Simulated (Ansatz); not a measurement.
# CH8N2OSSi: the cost of one run

All numbers below are computed with Ansatz 0.2.0 (RKS PBE0-D4/6-31G*).

## 1. Starting point

Bond lengths: N1–C2 1.501 Å, C2–O3 1.435 Å, O3–Si4 1.613 Å, Si4–N5 1.736 Å, Si4–S6 2.133 Å, N1–H7 1.001 Å, N1–H8 1.027 Å, C2–H9 1.123 Å, C2–H10 1.073 Å, Si4–H11 1.413 Å, N5–H12 0.997 Å, N5–H13 1.014 Å, S6–H14 1.344 Å. Angles (14 of 20 angles, heavy atoms first): N1–C2–O3 110.0°, C2–O3–Si4 115.2°, O3–Si4–N5 102.3°, O3–Si4–S6 109.7°, N5–Si4–S6 102.0°, N1–C2–H9 106.8°, N1–C2–H10 107.4°, O3–C2–H9 110.6°, O3–C2–H10 111.1°, C2–N1–H7 103.9°, C2–N1–H8 102.6°, O3–Si4–H11 117.0°, N5–Si4–H11 108.8°, S6–Si4–H11 115.1°.

Structure file:

```xyz
14

N     1.8207   -1.8004    1.0993
C     1.4051   -0.7131    0.1515
O     0.0516   -0.3193    0.4207
Si   -0.5034    0.8936   -0.4856
N    -1.9840    1.3099    0.3200
S    -1.2099    0.1346   -2.3496
H     1.1263   -2.5093    0.9717
H     1.6328   -1.3809    2.0177
H     2.1066    0.1475    0.3183
H     1.5045   -1.0995   -0.8448
H     0.3065    2.0484   -0.5759
H    -2.5596    0.4998    0.3942
H    -1.7859    1.5399    1.2873
H    -1.9241    1.2197   -2.6960
```

## 2. End point A

The input, input.yaml:

```yaml
crystal:
  periodic: [false, false, false]
  atoms:
    - { symbol: "N", position_ang: [1.8207, -1.8004, 1.0993] }
    - { symbol: C, position_ang: [1.4051, -0.7131, 0.1515] }
    - { symbol: O, position_ang: [0.0516, -0.3193, 0.4207] }
    - { symbol: Si, position_ang: [-0.5034, 0.8936, -0.4856] }
    - { symbol: "N", position_ang: [-1.984, 1.3099, 0.32] }
    - { symbol: S, position_ang: [-1.2099, 0.1346, -2.3496] }
    - { symbol: H, position_ang: [1.1263, -2.5093, 0.9717] }
    - { symbol: H, position_ang: [1.6328, -1.3809, 2.0177] }
    - { symbol: H, position_ang: [2.1066, 0.1475, 0.3183] }
    - { symbol: H, position_ang: [1.5045, -1.0995, -0.8448] }
    - { symbol: H, position_ang: [0.3065, 2.0484, -0.5759] }
    - { symbol: H, position_ang: [-2.5596, 0.4998, 0.3942] }
    - { symbol: H, position_ang: [-1.7859, 1.5399, 1.2873] }
    - { symbol: H, position_ang: [-1.9241, 1.2197, -2.696] }
basis:
  gaussian: { orbitals: "6-31G*" }
hamiltonian:
  xc: pbe0
  dispersion: d4
relax:
  f_tol: 0.015
  max_steps: 40
```

On the command line:

```
$ ansatz run input.yaml --threads 2 --pin off --max-ram 3072MiB --backend cpu --events-out ev --progress --plain --runs-dir out
```

What time and memory should one allow on 2 threads of Intel Xeon Platinum 8259CL at 2.50GHz (Skylake/Cascade Lake), shared host?

About 89 s, with a peak of 0.3 GiB.
